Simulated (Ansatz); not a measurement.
This script drives Ansatz's Python interface.

`limg3.py`
```python
'''Cohesive energy of LiMg3 from free atoms.'''

from collections import Counter
import warnings

import ansatz as az


def counts(outcome):
    return Counter(site.symbol for site in outcome.lattice.sites)

UNPAIRED = {'Li': 1, 'Mg': 0}  # unpaired electrons of the free atoms


def solve(name, crystal):
    calc = (
        crystal.calculation()
        .functional('r2scan')
        .basis(24 * az.Ha)
        .kpoints(spacing=0.27)
        .occupations('cold', width=0.02)
    )
    if name.endswith(' atom'):
        calc = calc.kpoints(1, 1, 1).occupations('fermi_dirac', width=0.01)
        if UNPAIRED[name.split()[0]]:
            calc = calc.spin('collinear')
        return calc.run(threads=1, backend='cpu')
    calc = calc.relax(force_tolerance=0.03, cell=True)
    return calc.run(threads=1, backend='cpu')


def main() -> None:
    warnings.simplefilter('ignore', az.DeckWarning)

    phases = {}
    limg3 = (
        az.Lattice.fcc(6.967371)
        .space_group(225)
        .atom('Li', [0.5, 0.0, 0.0])
        .atom('Mg', [0.0, 0.0, 0.0])
        .atom('Mg', [0.25, 0.75, 0.75])
        .primitive()
    )
    phases['LiMg3'] = limg3
    # a box with unlike edges lets an open shell break the spherical symmetry
    for element, moment in UNPAIRED.items():
        phases[f'{element} atom'] = az.Lattice.orthorhombic(9.0, 9.5, 10.0).atom(element, (0.5, 0.5, 0.5), moment=moment or None)

    done = {name: solve(name, crystal) for name, crystal in phases.items()}

    for element in UNPAIRED:
        atom = done[f'{element} atom'].report
        print(f'{element} atom: {atom["energy_sigma0_ev"]:.4f} eV, moment {atom["magnetization_mub"]:.2f} muB')
    solid = done['LiMg3']
    n = counts(solid)
    binding = (sum(k * done[f'{e} atom'].report['energy_sigma0_ev'] for e, k in n.items()) - solid.report['energy_sigma0_ev']) / sum(n.values())
    print(f'cohesive energy {binding:.3f} eV/atom = {96.4853 * binding:.0f} kJ/mol of atoms (no zero-point energy)')


if __name__ == '__main__':
    main()
```

It is started by `python limg3.py`. Estimate its wall time and peak memory on 1 thread of Intel(R) Xeon(R) 6975P-C (Granite Rapids), on a shared host.

It took about 5.7 min, with a peak of 2.3 GiB, for 3 runs of the engine.

```console
$ python limg3.py
Li atom: -203.5942 eV, moment 1.00 muB
Mg atom: -1924.7110 eV, moment 0.00 muB
cohesive energy 1.685 eV/atom = 163 kJ/mol of atoms (no zero-point energy)
```

Caveats:
- Absolute energies stand on the zero of these potentials, so only differences at equal settings mean something.
- The magnetic order follows from the starting moments and needn't be the lowest.
- For the metals among these phases the mesh is modest: differences between phases can be off by up to 40 meV an atom.
- r2SCAN tends to overestimate the moments of itinerant magnets.
- The cells come from databases of deposited and of computed structures, and not all need be stable phases.
- Free atoms in a box carry small image and symmetry errors, and spin-orbit coupling is left out.

(Lines on the test bed's own set-up are left out of the output.)
